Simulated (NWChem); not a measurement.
**PBE0/def2-SVP run of BBrCl2 (bromodichloroborane)**

Aim: the vertical ionisation energy of BBrCl2 (bromodichloroborane) at PBE0/def2-SVP, from 2 runs. 

The results are computed with NWChem 7.3.0.

## Step 1: The structure to begin with

BBrCl2 has 4 atoms, charge 0, and is taken as a singlet. As SMILES, `ClB(Cl)Br`. The coordinates come from a PBE0-D4/def2-TZVP relaxation.

Bond lengths: Cl1–B2 1.735 Å, B2–Cl3 1.735 Å, B2–Br4 1.901 Å. Angles: Cl1–B2–Cl3 120.1°, Cl1–B2–Br4 119.9°, Cl3–B2–Br4 119.9°.

## Step 2: A single-point energy at PBE0/def2-SVP

Contents of mymol.xyz:

```xyz
4
BBrCl2 PBE0
Cl     0.582100     0.666000     1.510800
B      0.037200    -0.038100     0.022100
Cl     0.444300    -1.679200    -0.365600
Br    -1.008100     0.991100    -1.187600
```

Contents of mymol.nw:

```
start mymol
title "BBrCl2 PBE0"
memory total 2200 mb
geometry units angstroms noautosym nocenter noautoz
  load mymol.xyz
end
basis spherical bse
  * library def2-SVP
end
dft
  xc pbe0
  mult 1
  grid coarse
  convergence energy 1e-08
  iterations 100
  mulliken
  noprint "final vectors analysis"
end
task dft energy
```

Command:

```
$ nwchem mymol.nw > mymol.out
```

What it wrote, shortened:

```text
[...]
          Wavefunction type:  closed shell.
          No. of atoms     :     4
          No. of electrons :    74
[...]
          Charge           :     0
          Spin multiplicity:     1
[...]
          AO basis - number of functions:    82
[...]
              XC Information
              --------------
                         PBE0 Method XC Functional
                     Hartree-Fock (Exact) Exchange  0.250
          PerdewBurkeErnzerhof Exchange Functional  0.750
            Perdew 1991 LDA Correlation Functional  1.000 local
           PerdewBurkeErnz. Correlation Functional  1.000 non-local
[...]
 d= 0,ls=0.0,diis     1  -3518.1895021930 -3.87D+03  1.58D-02  6.54D-01     1.7
[...]
 d= 0,ls=0.0,diis     8  -3518.2752091197 -1.73D-09  2.51D-06  4.47D-08     9.2
         Total DFT energy =    -3518.275209119725
      One electron energy =    -5586.076802503789
           Coulomb energy =     1867.712543646079
    Exchange-Corr. energy =     -151.320204835097
 Nuclear repulsion energy =      351.409254573081
[...]
      Total Density - Mulliken Population Analysis
     ---------------------------------------------
    Atom       Charge   Shell Charges
 -----------   ------   -------------------------------------------------------
    1 Cl  17    17.02   2.00  1.99  1.27  0.66  5.93  2.16  3.00  0.02
    2 B    5     4.90   1.99  0.85  0.01  1.52  0.38  0.15
    3 Cl  17    17.02   2.00  1.99  1.27  0.66  5.93  2.16  3.00  0.02
    4 Br  35    35.06   2.00  2.00  1.99  1.44  0.50  6.00  5.98  2.38  2.74  8.20  1.74  0.09
[...]
```

Wall time 9.9 s (1 thread of Intel Xeon Platinum 8259CL at 2.50GHz (Skylake/Cascade Lake), shared host); peak memory 0.11 GiB.

## Step 3: The doublet cation, same level

Contents of input.nw:

```
start input
memory stack 880 mb heap 220 mb global 1100 mb
charge 1

geometry units angstrom noautosym nocenter noautoz
 Cl    0.582100    0.666000    1.510800
 B     0.037200   -0.038100    0.022100
 Cl    0.444300   -1.679200   -0.365600
 Br   -1.008100    0.991100   -1.187600
end

basis spherical bse
 * library def2-SVP
end

dft
 xc pbe0
 mult 2
 grid coarse
 convergence energy 1e-08
 maxiter 100
 mulliken
 noprint "final vectors analysis"
end

task dft energy
```

Command:

```
$ nwchem input.nw > input.out
```

What it wrote, shortened:

```text
[...]
          Wavefunction type:  spin polarized.
          No. of atoms     :     4
          No. of electrons :    73
[...]
          Charge           :     1
          Spin multiplicity:     2
[...]
          AO basis - number of functions:    82
[...]
              XC Information
              --------------
                         PBE0 Method XC Functional
                     Hartree-Fock (Exact) Exchange  0.250
          PerdewBurkeErnzerhof Exchange Functional  0.750
            Perdew 1991 LDA Correlation Functional  1.000 local
           PerdewBurkeErnz. Correlation Functional  1.000 non-local
[...]
 d= 0,ls=0.0,diis     1  -3517.6191144370 -3.87D+03  1.51D-02  1.19D+00     1.9
[...]
 d= 0,ls=0.0,diis    15  -3517.8759325991 -1.33D-10  1.13D-07  6.33D-11    19.3
[...]
         Total DFT energy =    -3517.875932599077
      One electron energy =    -5566.971428789263
           Coulomb energy =     1848.617875069114
    Exchange-Corr. energy =     -150.931633452010
 Nuclear repulsion energy =      351.409254573081
[...]
      Total Density - Mulliken Population Analysis
     ---------------------------------------------
    Atom       Charge   Shell Charges
 -----------   ------   -------------------------------------------------------
    1 Cl  17    16.78   2.00  1.99  1.31  0.62  5.93  2.14  2.77  0.03
    2 B    5     4.85   1.99  0.86 -0.01  1.54  0.31  0.16
    3 Cl  17    16.78   2.00  1.99  1.31  0.62  5.93  2.14  2.77  0.03
    4 Br  35    34.59   2.00  2.00  1.99  1.52  0.43  6.00  5.98  2.34  2.31  8.20  1.74  0.09
[...]
      <S2> =      0.7534 (Exact =     0.7500)
[...]
```

It took 20 s on 1 thread of Intel Xeon Platinum 8259CL at 2.50GHz (Skylake/Cascade Lake), shared host; peak memory 0.11 GiB.

## Step 4: Results

At PBE0/def2-SVP:

| quantity | value |
| --- | --- |
| singlet BBrCl2: total energy | -3518.27521 Eh |
| singlet BBrCl2: dipole moment | 0.08 D |
| doublet cation: total energy | -3517.87593 Eh |
| doublet cation: ⟨S²⟩ | 0.753 |
| vertical ionisation energy (to the doublet cation) | 10.865 eV |

What this shows: The vertical ionisation energy comes to 10.86 eV (1048 kJ/mol). Mulliken charges (doublet cation) run from +0.15 on B2 to +0.41 on Br4; they depend strongly on the basis.
